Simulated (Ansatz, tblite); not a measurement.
# ZnMeF (CH3FZn): a ladder of methods and basis sets

An exercise on one series of results from a longer session: the logs are not shown, and one member is left open.

Method: as each input shows; program: Ansatz 0.2.0, Gaussian basis.

Levels to be run: GFN1-xTB, GFN2-xTB, PBE-D4/def2-TZVP, r2SCAN-D4/def2-TZVP, B3LYP-D4/def2-TZVP, ωB97M-V/def2-TZVP, r2SCAN0-D4/def2-TZVP, HSE06-D4/def2-TZVP, BLYP-D4/def2-TZVP, r2SCANh-D4/def2-TZVP, LC-ωPBE/def2-TZVP, PBE-D4/def2-SVP, PBE0-D4/def2-SVP, HF/6-31G, B3LYP-D4/6-31G, CCSD(T)/def2-TZVPP, MP2/def2-TZVP, RPA/def2-TZVP.

## The structure

The singlet was relaxed beforehand with PBE-D4/def2-TZVP.

6 atoms, charge 0, spin multiplicity 1.

Bond lengths: Zn1–C2 1.917 Å, Zn1–F6 1.769 Å, C2–H3 1.098 Å, C2–H4 1.098 Å, C2–H5 1.098 Å. Angles: C2–Zn1–F6 180.0°, Zn1–C2–H3 110.0°, Zn1–C2–H4 110.0°, Zn1–C2–H5 110.0°, H3–C2–H4 109.0°, H3–C2–H5 109.0°, H4–C2–H5 109.0°.

PBE0-D4/def2-TZVP was run before; its log isn't repeated, and its numbers join the tables.

The first run:

Tight binding, by tblite at 300 K electronic temperature and without a spin-polarisation term:

```python
tblite.interface.Calculator('GFN1-xTB', numbers, positions, charge=0, uhf=0).singlepoint()
```

Tight binding, by tblite at 300 K electronic temperature and without a spin-polarisation term:

```python
tblite.interface.Calculator('GFN2-xTB', numbers, positions, charge=0, uhf=0).singlepoint()
```

start.molden holds the orbitals of an earlier run on this state, given as this run's starting guess.

in.yaml reads:

```yaml
crystal:
  periodic: [false, false, false]
  atoms:
    - {symbol: Zn, position_ang: [-0.006107, 0.003117, -1.170621]}
    - {symbol: C, position_ang: [0.003889, -0.001952, 0.746141]}
    - {symbol: H, position_ang: [-0.449694, 0.922876, 1.126171]}
    - {symbol: H, position_ang: [1.035422, -0.071359, 1.115733]}
    - {symbol: H, position_ang: [-0.568192, -0.860409, 1.121980]}
    - {symbol: F, position_ang: [-0.015327, 0.007728, -2.939414]}
basis:
  gaussian: {orbitals: def2-TZVP, initial_orbitals: start.molden}
hamiltonian: {xc: pbe, dispersion: d4}
scf: {omitted_lower_state_checks: [starts]}
output: {forces: true, orbitals: {seedname: orbitals}}
```

Launch:

```sh
ansatz run in.yaml --threads 4 --pin off --events-out ev --progress --plain --max-ram 3916MiB
```

Steps of the session up to this table: PBE-D4/def2-TZVP; r2SCAN-D4/def2-TZVP; B3LYP-D4/def2-TZVP; ωB97M-V/def2-TZVP; r2SCAN0-D4/def2-TZVP; HSE06-D4/def2-TZVP; BLYP-D4/def2-TZVP; r2SCANh-D4/def2-TZVP; LC-ωPBE/def2-TZVP; PBE-D4/def2-SVP; PBE0-D4/def2-SVP; HF/6-31G; B3LYP-D4/6-31G; CCSD(T)/def2-TZVPP; MP2/def2-TZVP; RPA/def2-TZVP.

One table of the session follows, with a row left open; its other results are not shown here.

It belongs to the step «Levels side by side». 

| level | HOMO (eV) | gap (eV) |
| --- | --- | --- |
| HF/6-31G | -11.27 | 13.50 |
| PBE-D4/def2-SVP | -7.05 | 5.97 |
| PBE-D4/def2-TZVP | -7.62 | 6.21 |
| BLYP-D4/def2-TZVP | -7.51 | 6.08 |
| r2SCAN-D4/def2-TZVP | -7.83 | 6.79 |
| r2SCANh-D4/def2-TZVP | -8.27 | 7.53 |
| B3LYP-D4/6-31G | -8.25 | 7.68 |
| B3LYP-D4/def2-TZVP | -8.59 | 7.69 |
| PBE0-D4/def2-SVP | -8.54 | 8.24 |
| PBE0-D4/def2-TZVP | -8.77 | 8.21 |
| r2SCAN0-D4/def2-TZVP | -8.93 | 8.61 |
| HSE06-D4/def2-TZVP | -8.36 | 7.44 |
| LC-ωPBE/def2-TZVP | -11.53 | 13.02 |
| ωB97M-V/def2-TZVP | ? | ? |

**Question.** Estimate the row for ωB97M-V/def2-TZVP.

**Answer.** HOMO (eV): -11.02; gap (eV): 11.94. In the column «HOMO (eV)» it lies between HF/6-31G (-11.27) and r2SCAN0-D4/def2-TZVP (-8.93).
